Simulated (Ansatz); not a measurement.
The first iterations of a band of a periodic cell of 17 atoms, HC₁₆ (host C, host structure diamond, interstitial H), cell charge +1.

Theory: Ansatz 0.2.0, DFT PBE, scalar-relativistic, plane waves, PAW. Settings: PAW set soft_1, cutoff 420 eV, k mesh 3x3x3, fermi-dirac smearing 0.02 eV, no spin polarisation.

| Property | Result |
| --- | --- |
| movable images | 3 |
| climbing image | yes |
| spring | 5.0 eV/Å² |
| optimiser | quadratic models (default) |
| start path | default |
| force threshold | 0.2 eV/Å |
| iteration limit | 50 |
| end points | relaxed |

Initial state:

```xyz
17
Lattice="0.0000 3.5700 3.5700 3.5700 0.0000 3.5700 3.5700 3.5700 0.0000" Properties=species:S:1:pos:R:3
C -0.003 -0.032 -0.034
C 0.925 0.824 0.854
C 1.787 1.761 -0.046
C 2.673 2.650 0.848
C 1.799 -0.029 1.766
C 2.689 0.871 2.642
C 3.564 1.762 1.739
C 4.457 2.651 2.624
C 0.060 1.694 1.826
C 0.892 2.656 2.643
C 1.769 3.541 1.723
C 2.646 4.441 2.612
C 1.769 1.756 3.520
C 2.586 2.718 4.352
C 3.558 3.588 3.487
C 4.446 4.444 4.415
H 3.651 2.205 4.330
```

Final state:

```xyz
17
Lattice="0.0000 3.5700 3.5700 3.5700 0.0000 3.5700 3.5700 3.5700 0.0000" Properties=species:S:1:pos:R:3
C 0.033 -0.066 0.034
C 0.895 0.872 0.933
C 1.779 1.761 0.039
C 2.673 2.649 0.922
C 1.753 -0.019 1.845
C 2.736 0.806 2.631
C 3.568 1.768 1.817
C 4.446 2.652 2.735
C -0.006 1.761 1.832
C 0.906 2.651 2.691
C 1.794 3.552 1.815
C 2.670 4.443 2.718
C 1.693 1.830 3.677
C 2.664 2.697 4.539
C 3.552 3.555 3.612
C 4.443 4.438 4.509
H 2.743 1.280 3.710
```

| iteration | highest image above the first end (eV) | largest band force component (eV/Å) |
| --- | --- | --- |
| 1 | 0.444 | 2.057 |
| 2 | 0.275 | 1.100 |
| 3 | 0.100 | 0.747 |
| 4 | 0.061 | 0.547 |

**Question.** Does the band converge within its limit, and where does its top end?

**Answer.** It converged. It ended after 12 iterations with the highest image 0.017 eV above the first end. The threshold of 0.2 eV/Å is loose, so the images may lie well off the minimum-energy path. The order of the stationary point at the top wasn't checked. Limits of this set-up: a small cell, in which the defect meets its images, charged cell in a uniform background, uncorrected.

The run took 3.3 min on 1 thread of Arm Neoverse V2, on a shared host, peak memory 0.4 GiB.
